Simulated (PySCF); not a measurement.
**One shape, several levels: SnH2Cl (SMILES [Cl][SnH2])**

Aim: a comparison of 3 runs (UCCSD/ANO-RCC-VDZP) of SnH2Cl. Input form: a Python script.

The results are computed with PySCF 2.14.0.

1 further run of the same task is left out (set aside as unsound or not needed).

## 1. Starting point

The species is SnH2Cl (4 atoms), meant as a doublet with charge 0. SMILES: `[Cl][SnH2]`. Geometry: relaxed at PBE0-D4/def2-TZVP.

Bond lengths: Cl1–Sn2 2.343 Å, Sn2–H3 1.723 Å, Sn2–H4 1.723 Å. Angles: Cl1–Sn2–H3 105.0°, Cl1–Sn2–H4 105.0°, H3–Sn2–H4 111.9°.

## 2. Energy and gradient at UCCSD/ANO-RCC-VDZP (run 1)

run.py

```python
import pyscf.grad
from pyscf import gto, scf, cc

molecule = gto.M(
    atom='''
Cl  -1.882600   0.398400  -0.585000
Sn   0.380000  -0.179600  -0.397100
H    0.412500  -1.500000   0.709600
H    1.145500   1.221000   0.252100
''',
    max_memory=1860,
    charge=0,
    spin=1,
    verbose=4,
    basis='ano-rcc-vdzp',
)

myscf = scf.UHF(molecule)
myscf.max_cycle = 100
myscf.kernel()
if not myscf.converged:
    myscf = myscf.newton().run(myscf.mo_coeff, myscf.mo_occ)

mycc = cc.CCSD(myscf, frozen=23)
mycc.kernel()
etot = mycc.e_tot
print('E = %.10f Eh' % etot)
grad = mycc.Gradients().kernel()
```

Command:

```
$ OMP_NUM_THREADS=1 python run.py
```

What it wrote:

```text
PySCF version 2.14.0

[INPUT] num. atoms = 4
[INPUT] num. electrons = 69
[INPUT] charge = 0
[INPUT] spin (= nelec alpha-beta = 2S) = 1
[INPUT] symmetry False subgroup None
[INPUT] Mole.unit = angstrom
[INPUT] Symbol           X                Y                Z      unit          X                Y                Z       unit  Magmom
[INPUT]  1 Cl    -1.882600000000   0.398400000000  -0.585000000000 AA   -3.557598402106   0.752866888027  -1.105489782871 Bohr   0.0
[INPUT]  2 Sn     0.380000000000  -0.179600000000  -0.397100000000 AA    0.718095927335  -0.339394811972  -0.750410244065 Bohr   0.0
[INPUT]  3 H      0.412500000000  -1.500000000000   0.709600000000 AA    0.779512026383  -2.834589186848   1.340949657991 Bohr   0.0
[INPUT]  4 H      1.145500000000   1.221000000000   0.252100000000 AA    2.164681275689   2.307355598094   0.476399956003 Bohr   0.0

nuclear repulsion = 228.427548592441
number of shells = 11
number of NR pGTOs = 297
number of NR cGTOs = 71
basis = ano-rcc-vdzp
ecp = {}

[... 69 lines left out ...]
converged SCF energy = -6311.66323806403  <S^2> = 0.75315448  2S+1 = 2.003152
[... 12 lines left out ...]
Init t2, MP2 energy = -0.527652484183329
[... 14 lines left out ...]
UCCSD converged
[... 19 lines left out ...]
----------------------------------------------
```

Wall time 1.8 min (1 thread of Arm Neoverse V2, shared host); peak memory 0.73 GiB.

## 3. Energy and forces at UCCSD/ANO-RCC-VDZP (sfX2C) (run 2)

job.py

```python
from pyscf import gto, scf, cc

molecule = gto.M(
    atom='Cl -1.882600 0.398400 -0.585000; Sn 0.380000 -0.179600 -0.397100; H 0.412500 -1.500000 0.709600; H 1.145500 1.221000 0.252100',
    max_memory=1860,
    spin=1,
    verbose=4,
    basis='ano-rcc-vdzp',
)

mf = scf.UHF(molecule)
mf = mf.sfx2c1e()
mf.max_cycle = 100
mf.kernel()
if not mf.converged:
    mf = mf.newton().run(mf.mo_coeff, mf.mo_occ)

mycc = cc.CCSD(mf, frozen=23)
mycc.kernel()
e_tot = mycc.e_tot
print(f'total energy: {e_tot:.8f} hartree')
grad = mycc.nuc_grad_method().kernel()
```

Command:

```
$ OMP_NUM_THREADS=1 python job.py
```

What it wrote:

```text
PySCF version 2.14.0

[INPUT] num. atoms = 4
[INPUT] num. electrons = 69
[INPUT] charge = 0
[INPUT] spin (= nelec alpha-beta = 2S) = 1
[INPUT] symmetry False subgroup None
[INPUT] Mole.unit = angstrom
[INPUT] Symbol           X                Y                Z      unit          X                Y                Z       unit  Magmom
[INPUT]  1 Cl    -1.882600000000   0.398400000000  -0.585000000000 AA   -3.557598402106   0.752866888027  -1.105489782871 Bohr   0.0
[INPUT]  2 Sn     0.380000000000  -0.179600000000  -0.397100000000 AA    0.718095927335  -0.339394811972  -0.750410244065 Bohr   0.0
[INPUT]  3 H      0.412500000000  -1.500000000000   0.709600000000 AA    0.779512026383  -2.834589186848   1.340949657991 Bohr   0.0
[INPUT]  4 H      1.145500000000   1.221000000000   0.252100000000 AA    2.164681275689   2.307355598094   0.476399956003 Bohr   0.0

nuclear repulsion = 228.427548592441
number of shells = 11
number of NR pGTOs = 297
number of NR cGTOs = 71
basis = ano-rcc-vdzp
ecp = {}

[... 77 lines left out ...]
converged SCF energy = -6635.82152875821  <S^2> = 0.75448738  2S+1 = 2.0044824
[... 12 lines left out ...]
Init t2, MP2 energy = -0.545819268717611
[... 15 lines left out ...]
UCCSD converged
[... 1 line left out ...]
total energy: -6636.36902944 hartree
[... 18 lines left out ...]
----------------------------------------------
```

Run time: 1.9 min. Hardware: 1 thread of Arm Neoverse V2, shared host; peak memory 0.72 GiB.

## 4. Energy and gradient at UCCSD/ANO-RCC-VDZP (sfX2C, Cartesian functions) (run 3)

job.py

```python
import pyscf.grad
from pyscf import gto, scf, cc

mol = gto.M(
    atom='''
Cl      -1.882600       0.398400      -0.585000
Sn       0.380000      -0.179600      -0.397100
H        0.412500      -1.500000       0.709600
H        1.145500       1.221000       0.252100
''',
    spin=1,
    verbose=4,
    max_memory=1860,
    cart=True,
    basis='ano-rcc-vdzp',
    charge=0,
)

mf = scf.UHF(mol)
mf = mf.x2c()
mf.damp = 0.2
mf.diis_start_cycle = 8
mf.max_cycle = 100
mf.kernel()
if not mf.converged:
    mf = mf.newton().run(mf.mo_coeff, mf.mo_occ)

mycc = cc.CCSD(mf, frozen=23)
mycc.kernel()
e_tot = mycc.e_tot
print('E(%s) = %.9f' % ('CCSD', e_tot))
grad = mycc.Gradients().kernel()
```

Command:

```
$ OMP_NUM_THREADS=1 python job.py
```

What it wrote:

```text
PySCF version 2.14.0

[INPUT] num. atoms = 4
[INPUT] num. electrons = 69
[INPUT] charge = 0
[INPUT] spin (= nelec alpha-beta = 2S) = 1
[INPUT] symmetry False subgroup None
[INPUT] Mole.unit = angstrom
[INPUT] Cartesian GTO integrals (6d 10f)
[INPUT] Symbol           X                Y                Z      unit          X                Y                Z       unit  Magmom
[INPUT]  1 Cl    -1.882600000000   0.398400000000  -0.585000000000 AA   -3.557598402106   0.752866888027  -1.105489782871 Bohr   0.0
[INPUT]  2 Sn     0.380000000000  -0.179600000000  -0.397100000000 AA    0.718095927335  -0.339394811972  -0.750410244065 Bohr   0.0
[INPUT]  3 H      0.412500000000  -1.500000000000   0.709600000000 AA    0.779512026383  -2.834589186848   1.340949657991 Bohr   0.0
[INPUT]  4 H      1.145500000000   1.221000000000   0.252100000000 AA    2.164681275689   2.307355598094   0.476399956003 Bohr   0.0

nuclear repulsion = 228.427548592441
number of shells = 11
number of NR pGTOs = 330
number of NR cGTOs = 78
basis = ano-rcc-vdzp
ecp = {}

[... 81 lines left out ...]
converged SCF energy = -6635.82480057628  <S^2> = 0.75454351  2S+1 = 2.0045384
[... 12 lines left out ...]
Init t2, MP2 energy = -0.558821761290276
[... 15 lines left out ...]
UCCSD converged
[... 20 lines left out ...]
----------------------------------------------
```

Run time: 2.2 min. Hardware: 1 thread of Arm Neoverse V2, shared host; peak memory 1.1 GiB.

## 5. The series

```
run                                            level  Cartesian functions  damping   energy (Eh)  dipole moment (D) of the reference  HOMO energy (eV)  LUMO energy (eV)  wall time
  1                               UCCSD/ANO-RCC-VDZP                   no        –  -6312.195901                                2.83             -9.35             -0.19    1.8 min
  2                       UCCSD/ANO-RCC-VDZP (sfX2C)                   no        –  -6636.369029                                3.26             -9.32             -0.30    1.9 min
  3  UCCSD/ANO-RCC-VDZP (sfX2C, Cartesian functions)                  yes      0.2  -6636.384599                                3.23             -9.32             -0.34    2.2 min
```

## 6. What came out

```
                                                         quantity           value
                                              run 3: total energy  -6636.38460 Eh
                      run 3: dipole moment (Hartree–Fock density)          3.23 D
run 3: HOMO energy (Hartree–Fock orbitals) (highest over α and β)        -9.32 eV
 run 3: LUMO energy (Hartree–Fock orbitals) (lowest over α and β)        -0.34 eV
              run 3: correlation energy (23 core orbitals frozen)      -559.8 mEh
                         run 3: ⟨S²⟩ of the reference determinant           0.755
                                             run 3: T1 diagnostic           0.013
                                  run 3: largest force on an atom      0.455 eV/Å
```

**Reading.** Some runs of one species differ in core potentials or relativity; totals across that change don't compare. In run 1 relativity is left out where basis or elements ask for it. All runs together took 6 min, the longest 2.2 min.
